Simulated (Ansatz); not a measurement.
# Caesium, A15 under BLYP: structure and ground-state energy

The plan for caesium in the A15 structure: relax it, then solve it on a dense k-mesh. Spin polarisation is left out. The k-meshes are 3×3×3 for the relaxation; 4×4×4 for the dense run.

Method: DFT BLYP, plane waves (420 eV) with PAW, scalar-relativistic; the PAW data stem from PBE, with regenerated cores, in Ansatz 0.2.0.

## (1) The starting structure

It takes space group Pm-3n (No. 223, cubic). Conventional cell: a = 9.596 Å, b = 9.596 Å, c = 9.596 Å, α = 90.00°, β = 90.00°, γ = 90.00°.

As a file:

```cif
data_structure
_symmetry_space_group_name_H-M 'P 1'
_symmetry_Int_Tables_number 1
_cell_length_a 9.5958
_cell_length_b 9.5958
_cell_length_c 9.5958
_cell_angle_alpha 90.000
_cell_angle_beta 90.000
_cell_angle_gamma 90.000
_cell_volume 883.59
loop_
_atom_site_label
_atom_site_type_symbol
_atom_site_fract_x
_atom_site_fract_y
_atom_site_fract_z
_atom_site_occupancy
Cs1 Cs 0.00000 0.00000 0.00000 1
Cs2 Cs 0.50000 0.50000 0.50000 1
Cs3 Cs 0.25000 0.00000 0.50000 1
Cs4 Cs 0.75000 0.00000 0.50000 1
Cs5 Cs 0.50000 0.25000 0.00000 1
Cs6 Cs 0.50000 0.75000 0.00000 1
Cs7 Cs 0.00000 0.50000 0.25000 1
Cs8 Cs 0.00000 0.50000 0.75000 1
```

## (2) Geometry optimisation

Input file input.yaml:

```yaml
crystal:
  lattice:
    - [9.5958393591, 0.0, 0.0]
    - [0.0, 9.5958393591, 0.0]
    - [0.0, 0.0, 9.5958393591]
  atoms:
    - { symbol: Cs, position: [0.0, 0.0, 0.0] }
    - { symbol: Cs, position: [0.5, 0.5, 0.5] }
    - { symbol: Cs, position: [0.25, 0.0, 0.5] }
    - { symbol: Cs, position: [0.75, 0.0, 0.5] }
    - { symbol: Cs, position: [0.5, 0.25, 0.0] }
    - { symbol: Cs, position: [0.5, 0.75, 0.0] }
    - { symbol: Cs, position: [0.0, 0.5, 0.25] }
    - { symbol: Cs, position: [0.0, 0.5, 0.75] }
hamiltonian:
  xc: blyp
  pseudopotentials:
    kind: paw
    azcp:
      Cs: "pseudopotentials/Cs.paw.azcp"
basis:
  ecutwfc: 420
  fft_grid_basis: typed
kpoints:
  mp_grid: { grid: [3, 3, 3], shift: [0, 0, 0] }
magnetization:
  spin_polarized: false
scf:
  occupations: { method: fermi_dirac, width: 0.1 }
relax:
  max_steps: 60
  f_tol: 0.01
  cell: {}
output:
  write_density: true
  write_potential: true
  elf: true
  volumetric_format: npy
```

On the command line:

```
$ ansatz run input.yaml --threads 4 --pin off --max-ram 8192MiB --backend cpu --events-out ev --progress --plain --runs-dir out
```

The runs that follow: Single point on a dense mesh.

Before running it: what results should come out? Wanted: space group; conventional cell; volume; shortest distance; gap on the mesh; relative to bcc.

As calculated:

| quantity | value |
| --- | --- |
| space group (spins left aside) | Pm-3n (No. 223) |
| conventional cell | a = 10.046 Å |
| volume | 126.735 Å³/atom |
| shortest distance | 5.023 Å |
| gap on the mesh | none (levels filled in part) |
| relative to bcc | +2 meV/atom |

The relaxation enlarged the cell by 14.7 % in volume. Against the reference form of caesium (bcc, computed apart with the same settings) it stands 2 meV/atom higher, within what mesh and smearing can decide. Levels at the Fermi energy are filled in part, as in a metal. The symmetry was held, so the structure may be unstable against distortions that break it.
